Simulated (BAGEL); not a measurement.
**One shape, several levels: AlCNCl2 (SMILES N#[C][Al]([Cl])[Cl])**

Aim: a comparison of 4 runs (B3LYP/6-31G*, B3LYP/cc-pVDZ, PBE0/cc-pVDZ, RI-MP2/cc-pVDZ) of AlCNCl2. 

The calculation is run with BAGEL 1.2.2.

## (1) The system as given

AlCNCl2 has 5 atoms, charge 0, and is taken as a singlet. As SMILES, `N#[C][Al]([Cl])[Cl]`. The shape comes from GFN2-xTB, which is rough for such elements, and wasn't checked as a minimum.

Bond lengths: Al1–Cl2 2.017 Å, Al1–Cl3 2.018 Å, Al1–C4 1.975 Å, C4–N5 1.149 Å. Angles: Cl2–Al1–Cl3 128.5°, Cl2–Al1–C4 115.7°, Cl3–Al1–C4 115.8°, Al1–C4–N5 179.9°.

## (2) A single-point energy at B3LYP/6-31G(d) (density fitting with qzvpp-jkfit, spherical functions) (run 1)

The input, dft.json:

```json
{ "bagel": [

{
  "title": "molecule",
  "basis": "6-31gs.json",
  "df_basis": "qzvpp-jkfit",
  "angstrom": true,
  "geometry": [
    { "atom": "Al", "xyz": [       0.333570,       0.579810,       0.007900 ] },
    { "atom": "Cl", "xyz": [       2.345090,       0.433060,       0.055720 ] },
    { "atom": "Cl", "xyz": [      -0.803880,       2.246160,      -0.020940 ] },
    { "atom": "C", "xyz": [      -0.650450,      -1.131930,      -0.014350 ] },
    { "atom": "N", "xyz": [      -1.224330,      -2.127090,      -0.028330 ] }
  ]
},

{
  "title": "ks",
  "xc_func": "b3lyp"
},

{
  "title": "print",
  "file": "orbitals.molden",
  "orbitals": true
}

]}
```

The basis set 6-31G* is read from a file made from the Basis Set Exchange's data (not shown).

Run with:

```console
BAGEL_NUM_THREADS=1 BAGEL dft.json > dft.out
```

What it wrote:

```text
* using 1 threads per process

  ===============================================================
  ===============================================================

  *** Geometry ***

  { "atom" : "Al", "xyz" : [      0.630356,      1.095682,      0.014929 ] },
  { "atom" : "Cl", "xyz" : [      4.431578,      0.818365,      0.105296 ] },
  { "atom" : "Cl", "xyz" : [     -1.519113,      4.244627,     -0.039571 ] },
  { "atom" : "C", "xyz" : [     -1.229172,     -2.139038,     -0.027118 ] },
  { "atom" : "N", "xyz" : [     -2.313648,     -4.019618,     -0.053536 ] },

  Number of auxiliary basis functions:      536

  Since a DF basis is specified, we compute 2- and 3-index integrals:
    o Being stored without compression. Storage requirement is 0.029 GB

  Number of basis functions:       82
  Number of electrons      :       60

    * METHOD: MOLECULE                             0.26

  *** Kohn-Sham DFT ***

    * Removing 8673 points whose weight is below 1.00e-10
    * Grid points: 65857

  === Nuclear Repulsion ===
   274.2693699397

       - DIIS with orbital gradients will be used.

  === KS iteration (b3lyp / 6-31gs.json) ===
      0      -1213.12659947          0.10091532           0.30
      1      -1052.08427366          0.16826742           0.28
      2      -1121.77520330          0.10134011           0.28
[... 23 lines of this table left out ...]
     26      -1255.80567072          0.00000001           0.27
    * SCF iteration converged.

    * Permanent dipole moment:
           (   -0.540762,    -0.939385,    -0.013165) a.u.

    * METHOD: KS                                   7.73

    * METHOD: PRINT                                0.01

  ===============================================================
```

Wall time 8.4 s (1 thread of Arm Neoverse V2, shared host); peak memory 0.31 GiB.

## (3) A single-point energy at B3LYP/cc-pVDZ (density fitting with qzvpp-jkfit) (run 2)

The input, dft.json:

```json
{ "bagel" : [

{
  "title" : "molecule",
  "basis" : "cc-pvdz.json",
  "df_basis" : "qzvpp-jkfit",
  "angstrom" : true,
  "geometry" : [
    { "atom" : "Al", "xyz" : [    0.333570,    0.579810,    0.007900 ] },
    { "atom" : "Cl", "xyz" : [    2.345090,    0.433060,    0.055720 ] },
    { "atom" : "Cl", "xyz" : [   -0.803880,    2.246160,   -0.020940 ] },
    { "atom" : "C", "xyz" : [   -0.650450,   -1.131930,   -0.014350 ] },
    { "atom" : "N", "xyz" : [   -1.224330,   -2.127090,   -0.028330 ] }
  ]
},
{
  "title" : "ks",
  "xc_func" : "b3lyp"
},
{
  "title" : "print",
  "file" : "orbitals.molden",
  "orbitals" : true
}

]}
```

The basis set cc-pVDZ is read from a file made from the Basis Set Exchange's data (not shown).

Run with:

```console
BAGEL_NUM_THREADS=1 BAGEL dft.json > dft.out
```

What it wrote:

```text
* using 1 threads per process

  ===============================================================
  ===============================================================

  *** Geometry ***

  { "atom" : "Al", "xyz" : [      0.630356,      1.095682,      0.014929 ] },
  { "atom" : "Cl", "xyz" : [      4.431578,      0.818365,      0.105296 ] },
  { "atom" : "Cl", "xyz" : [     -1.519113,      4.244627,     -0.039571 ] },
  { "atom" : "C", "xyz" : [     -1.229172,     -2.139038,     -0.027118 ] },
  { "atom" : "N", "xyz" : [     -2.313648,     -4.019618,     -0.053536 ] },

  Number of auxiliary basis functions:      536

  Since a DF basis is specified, we compute 2- and 3-index integrals:
    o Being stored without compression. Storage requirement is 0.029 GB

  Number of basis functions:       82
  Number of electrons      :       60

    * METHOD: MOLECULE                             0.24

  *** Kohn-Sham DFT ***

    * Removing 8673 points whose weight is below 1.00e-10
    * Grid points: 65857

  === Nuclear Repulsion ===
   274.2693699397

       - DIIS with orbital gradients will be used.

  === KS iteration (b3lyp / cc-pvdz.json) ===
      0      -1219.02297836          0.11286339           0.29
      1      -1053.86025388          0.16699222           0.27
      2      -1123.37537507          0.08700137           0.27
[... 27 lines of this table left out ...]
     30      -1255.87295474          0.00000001           0.28
    * SCF iteration converged.

    * Permanent dipole moment:
           (   -0.568664,    -0.988009,    -0.013733) a.u.

    * METHOD: KS                                   8.92

    * METHOD: PRINT                                0.01

  ===============================================================
```

It took 9.6 s on 1 thread of Arm Neoverse V2, shared host; peak memory 0.31 GiB.

## (4) The energy at PBE0/cc-pVDZ (density fitting with qzvpp-jkfit) (run 3)

The input, job.json:

```json
{ "bagel" : [

{
  "title" : "molecule",
  "basis" : "cc-pvdz.json",
  "df_basis" : "qzvpp-jkfit",
  "angstrom" : true,
  "geometry" : [
    { "atom" : "Al", "xyz" : [    0.333570,    0.579810,    0.007900 ] },
    { "atom" : "Cl", "xyz" : [    2.345090,    0.433060,    0.055720 ] },
    { "atom" : "Cl", "xyz" : [   -0.803880,    2.246160,   -0.020940 ] },
    { "atom" : "C", "xyz" : [   -0.650450,   -1.131930,   -0.014350 ] },
    { "atom" : "N", "xyz" : [   -1.224330,   -2.127090,   -0.028330 ] }
  ]
},
{ "title" : "ks", "xc_func" : "pbe0" },
{ "title" : "print", "file" : "orbitals.molden", "orbitals" : true }

]}
```

The basis set cc-pVDZ is read from a file made from the Basis Set Exchange's data (not shown).

Run with:

```console
BAGEL_NUM_THREADS=1 BAGEL job.json > job.out
```

What it wrote:

```text
* using 1 threads per process

  ===============================================================
  ===============================================================

  *** Geometry ***

  { "atom" : "Al", "xyz" : [      0.630356,      1.095682,      0.014929 ] },
  { "atom" : "Cl", "xyz" : [      4.431578,      0.818365,      0.105296 ] },
  { "atom" : "Cl", "xyz" : [     -1.519113,      4.244627,     -0.039571 ] },
  { "atom" : "C", "xyz" : [     -1.229172,     -2.139038,     -0.027118 ] },
  { "atom" : "N", "xyz" : [     -2.313648,     -4.019618,     -0.053536 ] },

  Number of auxiliary basis functions:      536

  Since a DF basis is specified, we compute 2- and 3-index integrals:
    o Being stored without compression. Storage requirement is 0.029 GB

  Number of basis functions:       82
  Number of electrons      :       60

    * METHOD: MOLECULE                             0.24

  *** Kohn-Sham DFT ***

    * Removing 8673 points whose weight is below 1.00e-10
    * Grid points: 65857

  === Nuclear Repulsion ===
   274.2693699397

       - DIIS with orbital gradients will be used.

  === KS iteration (pbe0 / cc-pvdz.json) ===
      0      -1218.51650995          0.11265989           0.29
      1      -1054.45795818          0.16729029           0.27
      2      -1123.18484864          0.08711679           0.28
[... 36 lines of this table left out ...]
     39      -1255.30213814          0.00000000           0.27
    * SCF iteration converged.

    * Permanent dipole moment:
           (   -0.566681,    -0.984564,    -0.013697) a.u.

    * METHOD: KS                                  11.17

    * METHOD: PRINT                                0.01

  ===============================================================
```

Wall time 12 s (1 thread of Arm Neoverse V2, shared host); peak memory 0.31 GiB.

## (5) The energy at RI-MP2/cc-pVDZ (density fitting with qzvpp-jkfit) (run 4)

The input, input.json:

```json
{ "bagel" : [

{
  "title" : "molecule",
  "basis" : "cc-pvdz.json",
  "df_basis" : "qzvpp-jkfit",
  "angstrom" : true,
  "geometry" : [
    { "atom" : "Al", "xyz" : [       0.333570,       0.579810,       0.007900 ] },
    { "atom" : "Cl", "xyz" : [       2.345090,       0.433060,       0.055720 ] },
    { "atom" : "Cl", "xyz" : [      -0.803880,       2.246160,      -0.020940 ] },
    { "atom" : "C", "xyz" : [      -0.650450,      -1.131930,      -0.014350 ] },
    { "atom" : "N", "xyz" : [      -1.224330,      -2.127090,      -0.028330 ] }
  ]
},

{
  "title" : "hf"
},

{
  "title" : "mp2",
  "ncore" : 17
}

]}
```

The basis set cc-pVDZ is read from a file made from the Basis Set Exchange's data (not shown).

Run with:

```console
BAGEL_NUM_THREADS=1 BAGEL input.json > input.out
```

What it wrote:

```text
* using 1 threads per process

  ===============================================================
  ===============================================================

  *** Geometry ***

[... 29 lines left out ...]
    * SCF iteration converged.
[... 1 line left out ...]
    * Permanent dipole moment:
[... 2 lines left out ...]
    * METHOD: HF                                   1.61

  *** RHF ***

  === Nuclear Repulsion ===
   274.2693699397

      * DIIS with orbital gradients will be used.

  === RHF iteration (cc-pvdz.json) ===
      0      -1253.40422421          0.00000000           0.10
    * SCF iteration converged.

    * Permanent dipole moment:
           (   -0.600132,    -1.042642,    -0.014602) a.u.

  === DF-MP2 calculation ===

    * freezing 17 orbitals
    * 3-index integral transformation done
    * assembly done

      MP2 correlation energy:   -0.5905957944      0.04

      MP2 total energy:       -1253.9948200028

    * METHOD: MP2                                  0.23

  ===============================================================
```

It took 2.2 s on 1 thread of Arm Neoverse V2, shared host; peak memory 0.13 GiB.

## (6) All runs side by side

```csv
run,level,frozen core orbitals,energy (Eh),dipole moment (D),HOMO energy (eV),LUMO energy (eV),wall time
1,"B3LYP/6-31G* (density fitting with qzvpp-jkfit, spherical functions)",–,-1255.805671,2.76,-9.46,-2.29,8.4 s
2,B3LYP/cc-pVDZ (density fitting with qzvpp-jkfit),–,-1255.872955,2.90,-9.43,-2.21,9.6 s
3,PBE0/cc-pVDZ (density fitting with qzvpp-jkfit),–,-1255.302138,2.89,-9.79,-2.08,12 s
4,RI-MP2/cc-pVDZ (density fitting with qzvpp-jkfit),17,-1253.994820,–,–,–,2.2 s
```

## (7) What came out

| quantity | value |
| --- | --- |
| run 4: total energy | -1253.99482 Eh |
| run 4: correlation energy (17 core orbitals frozen) | -590.6 mEh |

Over runs 1, 2, 3 the dipole moment (its size) runs from 2.76 D (B3LYP/6-31G*) to 2.90 D (B3LYP/cc-pVDZ). Over runs 1, 2, 3 the HOMO–LUMO gap runs from 7.17 eV (B3LYP/6-31G*) to 7.71 eV (PBE0/cc-pVDZ). The two ends differ in method and basis. Totals of different functionals can't be ranked against each other. All runs together took 32 s, the longest 12 s.
